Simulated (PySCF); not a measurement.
**NEVPT2(3,3)/STO-3G run of BHBr (SMILES [BH]Br)**

Aim: the energy change on altering one bond length of BHBr at NEVPT2(3,3)/STO-3G, from 2 runs. The job is set up through a Python script.

The calculation is run with PySCF 2.14.0.

19 further runs of the same task are left out: 8 that didn't finish, 11 set aside as unsound or not needed.

## 1. The system as given

The species is BHBr (3 atoms), meant as a doublet with charge 0. As SMILES, `[BH]Br`. Geometry: relaxed at PBE0-D4/def2-TZVP.

Bond lengths: B1–Br2 1.868 Å, B1–H3 1.193 Å. Angles: Br2–B1–H3 123.6°.

## 2. The energy at NEVPT2(3,3)/STO-3G

File input.py:

```python
import numpy
from pyscf import gto, scf, mp, mcscf, mrpt

mol = gto.Mole()
mol.atom = '''
B   -0.094500  -0.523000  -0.115700
Br   1.181000   0.563200   0.709800
H   -1.097400  -0.105000  -0.607300
'''
mol.basis = 'sto-3g'
mol.verbose = 3
mol.spin = 1
mol.max_memory = 1860
mol.build()

mf = scf.ROHF(mol)
mf.conv_tol = 1e-10
mf.kernel()
if not mf.converged:
    mf = mf.newton().run(mf.mo_coeff, mf.mo_occ)

pt = mp.MP2(scf.addons.convert_to_uhf(mf)).run()
noons, natorbs = mcscf.addons.make_natural_orbitals(pt)
print('natural occupations', numpy.round(noons[:40], 4))
cas = mcscf.CASSCF(mf, 3, 3)
cas.fix_spin_(ss=0.75)
cas.natorb = True
cas.kernel(natorbs)
e_pt2 = mrpt.NEVPT(cas).kernel()
e_final = cas.e_tot + e_pt2
print('Final energy', e_final)
```

Launch:

```bash
$ OMP_NUM_THREADS=1 python input.py
```

The program printed:

```text
converged SCF energy = -2569.56118654157
E(UMP2) = -2569.59501959114  E_corr = -0.0338330495705945
E(SCS-UMP2) = -2569.59748801599  E_corr = -0.036301474422399
natural occupations [2.     2.     2.     2.     2.     2.     2.     2.     2.     2.
 2.     2.     2.     2.     2.     1.9995 1.9975 1.9921 1.9893 1.9873
 1.0012 0.0132 0.011  0.009 ]
CASSCF energy = -2569.57067859901
CASCI E = -2569.57067859901  E(CI) = -2.52572245513693  S^2 = 0.7500000
Sr    (-1)',   E = -0.00028989026754
Si    (+1)',   E = -0.00159508251963
Sijrs (0)  ,   E = -0.01131076947113
Sijr  (+1) ,   E = -0.00171246804239
Srsi  (-1) ,   E = -0.00166868458682
Srs   (-2) ,   E = -0.00049888838851
Sij   (+2) ,   E = -0.00099918326227
Sir   (0)' ,   E = -0.00913655550132
Nevpt2 Energy = -0.027211522039618
Final energy -2569.5978901210533
```

Wall time 0.89 s (1 thread of Arm Neoverse V1, shared host); peak memory 0.12 GiB.

## 3. The distorted shape, same level

File geometry.xyz:

```xyz
3
BBrH
B     -1.114899    -1.391959    -0.776100
Br     1.181000     0.563200     0.709800
H     -2.117799    -0.973959    -1.267700
```

File input.py:

```python
import numpy
from pyscf import gto, scf, mp, mcscf, mrpt

mol = gto.M(
    atom='geometry.xyz',
    verbose=3,
    spin=1,
    max_memory=1860,
    basis='sto-3g',
)

hf = scf.ROHF(mol)
hf.conv_tol = 1e-10
hf.kernel()
if not hf.converged:
    hf = hf.newton().run(hf.mo_coeff, hf.mo_occ)

pt = mp.MP2(scf.addons.convert_to_uhf(hf)).run()
noons, natorbs = mcscf.addons.make_natural_orbitals(pt)
print('natural occupations', numpy.round(noons[:40], 4))
cas = mcscf.CASSCF(hf, 3, 3)
cas.fix_spin_(ss=0.75)
cas.natorb = True
cas.kernel(natorbs)
e_pt2 = mrpt.NEVPT(cas).kernel()
energy = cas.e_tot + e_pt2
print('Final energy', energy)
```

Launch:

```bash
$ OMP_NUM_THREADS=1 python input.py
```

The program printed:

```text
converged SCF energy = -2569.38730123152
E(UMP2) = -2569.41615357205  E_corr = -0.0288523405262685
E(SCS-UMP2) = -2569.4218850461  E_corr = -0.0345838145771185
natural occupations [2.     2.     2.     2.     2.     2.     2.     2.     2.     2.
 2.     2.     2.     2.     2.     2.     2.     1.9999 1.9909 1.9717
 1.     0.0142 0.0141 0.0092]
CASSCF energy = -2569.41321920214
CASCI E = -2569.41321920214  E(CI) = -2.00914370088049  S^2 = 0.7500000
Sr    (-1)',   E = -0.00005949377719
Si    (+1)',   E = -0.00001235710315
Sijrs (0)  ,   E = -0.00999939358770
Sijr  (+1) ,   E = -0.00005457140222
Srsi  (-1) ,   E = -0.00119065221534
Srs   (-2) ,   E = -0.00477343283807
Sij   (+2) ,   E = -0.00026063902993
Sir   (0)' ,   E = -0.00018698056448
Nevpt2 Energy = -0.016537520518071
Final energy -2569.4297567226618
```

It took 1.2 s on 1 thread of Arm Neoverse V1, shared host; peak memory 0.12 GiB.

## 4. What came out

Level: NEVPT2(3,3)/STO-3G.

| quantity | value |
| --- | --- |
| first shape: total energy | -2569.59789 Eh |
| first shape: dipole moment (Hartree–Fock density) | 0.94 D |
| distorted shape: total energy | -2569.42976 Eh |
| distorted shape: dipole moment (Hartree–Fock density) | 0.96 D |
| energy change with the B1–Br2 bond stretched from 1.868 to 3.362 Å | 4.575 eV |

In words: With the B1–Br2 bond stretched from 1.868 to 3.362 Å the energy rises by 4.58 eV (441 kJ/mol). The first shape isn't relaxed at this level, so the change isn't measured from a minimum. The minimal basis adds a large error of its own. Mulliken charges (first shape) of the mean-field density run from -0.08 on Br2 to +0.14 on B1. Mulliken charges (distorted shape) of the mean-field density run from -0.13 on H3 to +0.13 on B1; they depend strongly on the basis.
